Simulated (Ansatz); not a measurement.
# Alloy of BaZrO3 and BaHfO3 (6 of 8 Zr sites exchanged), 40 atoms

How does this alloy cell relax, and what gap do PBEsol, HSE06 and r²SCAN give?

Program: Ansatz 0.2.0, PAW, plane waves. These are calculated values, not measurements.

### Step 1. The starting cell

40 atoms (8 Ba, 2 Zr, 6 Hf, 24 O); a = 8.324 Å, b = 8.324 Å, c = 8.324 Å, α = 90.00°, β = 90.00°, γ = 90.00°. All atoms were shaken off their sites by about 0.02 Å along each axis.

The runs, in order: (2) PBEsol cell relaxation at the single k point (¼, ¼, ¼), on 1 × NVIDIA H100 80GB HBM3 with 2 threads of AMD EPYC 7R13; (3) HSE06 single point at the Γ point alone, on 1 × NVIDIA H100 80GB HBM3 with 2 threads of AMD EPYC 7R13; (4) r²SCAN single point at the Γ point alone, on 2 threads of AMD EPYC 7R13.

### Step 2. Relaxing cell and atoms with PBEsol

Contents of in.yaml:

```yaml
crystal:
  lattice:
    - [8.324074, 0.000000, 0.000000]
    - [0.000000, 8.324074, 0.000000]
    - [0.000000, 0.000000, 8.324074]
  atoms:
    - { symbol: Ba, position: [0.001976, 0.003172, 0.999936] }
    - { symbol: Ba, position: [0.997384, 0.002778, 0.499040] }
    - { symbol: Ba, position: [0.002136, 0.502789, 0.998588] }
    - { symbol: Ba, position: [0.000769, 0.498315, 0.499966] }
    - { symbol: Ba, position: [0.501404, 0.998138, 0.999339] }
    - { symbol: Ba, position: [0.499447, 0.001545, 0.499365] }
    - { symbol: Ba, position: [0.498298, 0.499198, 0.998779] }
    - { symbol: Ba, position: [0.499736, 0.498615, 0.502142] }
    - { symbol: Zr, position: [0.249542, 0.255816, 0.247599] }
    - { symbol: Zr, position: [0.251350, 0.748888, 0.750228] }
    - { symbol: Hf, position: [0.250406, 0.251362, 0.754627] }
    - { symbol: Hf, position: [0.245153, 0.749839, 0.250434] }
    - { symbol: Hf, position: [0.752763, 0.253788, 0.247150] }
    - { symbol: Hf, position: [0.752112, 0.253442, 0.751315] }
    - { symbol: Hf, position: [0.747516, 0.750374, 0.250008] }
    - { symbol: Hf, position: [0.746821, 0.751193, 0.753317] }
    - { symbol: O, position: [0.249061, 0.252177, 0.996876] }
    - { symbol: O, position: [0.252660, 0.254597, 0.497419] }
    - { symbol: O, position: [0.253346, 0.751010, 0.003185] }
    - { symbol: O, position: [0.250196, 0.750990, 0.502834] }
    - { symbol: O, position: [0.751260, 0.251332, 0.999945] }
    - { symbol: O, position: [0.750848, 0.252341, 0.502404] }
    - { symbol: O, position: [0.747147, 0.749883, 0.000617] }
    - { symbol: O, position: [0.747515, 0.749768, 0.503452] }
    - { symbol: O, position: [0.998428, 0.251967, 0.249429] }
    - { symbol: O, position: [0.999851, 0.247101, 0.749640] }
    - { symbol: O, position: [0.998175, 0.750154, 0.250722] }
    - { symbol: O, position: [0.000266, 0.747014, 0.748817] }
    - { symbol: O, position: [0.502636, 0.248141, 0.248157] }
    - { symbol: O, position: [0.500158, 0.251897, 0.751009] }
    - { symbol: O, position: [0.498984, 0.753937, 0.248588] }
    - { symbol: O, position: [0.497517, 0.753002, 0.750710] }
    - { symbol: O, position: [0.253695, 0.000084, 0.252006] }
    - { symbol: O, position: [0.247638, 0.999885, 0.748986] }
    - { symbol: O, position: [0.248960, 0.500745, 0.252520] }
    - { symbol: O, position: [0.249062, 0.499568, 0.749176] }
    - { symbol: O, position: [0.747063, 0.999962, 0.249862] }
    - { symbol: O, position: [0.749351, 0.000955, 0.754129] }
    - { symbol: O, position: [0.750949, 0.495745, 0.248022] }
    - { symbol: O, position: [0.753663, 0.503533, 0.749307] }
  symmetry: { detect: false }
kpoints:
  mp_grid: { grid: [1, 1, 1], shift: [0.25, 0.25, 0.25] }
hamiltonian:
  xc: pbesol
scf:
  occupations: { method: fermi_dirac, width: 0.01 }
relax:
  f_tol: 0.03
  max_steps: 80
  escape_saddle: false
  adjacent_minimum: "off"
  cell: { fix: [shape] }
output:
  forces: true
  eigenvalues: true
  populations: true
  write_density: true
  write_potential: true
  elf: true
  volumetric_format: npy
```

Run with:

```
$ ansatz run in.yaml --threads 2 --pin off --max-ram 19000MiB --runs-dir r --events-out ev --progress --plain --backend cuda --devices 0, --max-vram 18GiB
```

Further steps of the session: HSE06 on the final geometry; r²SCAN on the same atoms.

What does the calculation give? Wanted: for each run, top filled to lowest empty.

The runs gave:

| level | time | k points | top filled to lowest empty (eV) |
| --- | --- | --- | --- |
| PBEsol, relaxation | 22 s (GPU) | (¼, ¼, ¼) | 4.27 |
| HSE06 | 34 s (GPU) | Γ | 4.88 |
| r²SCAN | 27 s (2 CPU threads) | Γ | 3.88 |

```
     quantity                                                                      value
   relaxation                                           4 recorded steps, 0.23 eV gained
largest shift                                              0.05 Å (O39 and others alike)
 relaxed cell  a = 8.326 Å, b = 8.326 Å, c = 8.326 Å, α = 90.00°, β = 90.00°, γ = 90.00°
   mean bonds                                       Ba–O 2.944, Hf–O 2.079, O–Zr 2.088 Å
```

**Reading.** Relaxation gains 0.23 eV, with shifts up to 0.05 Å (O39 and others alike), while the volume changes by +0.1 %. The mean lengths of the listed bonds run from Hf–O 2.08 Å to Ba–O 2.94 Å. At the same k points, r²SCAN gives a spacing 1.01 eV smaller than the 4.88 eV of HSE06. Rows on different k points differ by sampling as well as by level. With one k point the spacing samples only the states that fold onto it, so it can exceed the gap over the zone.
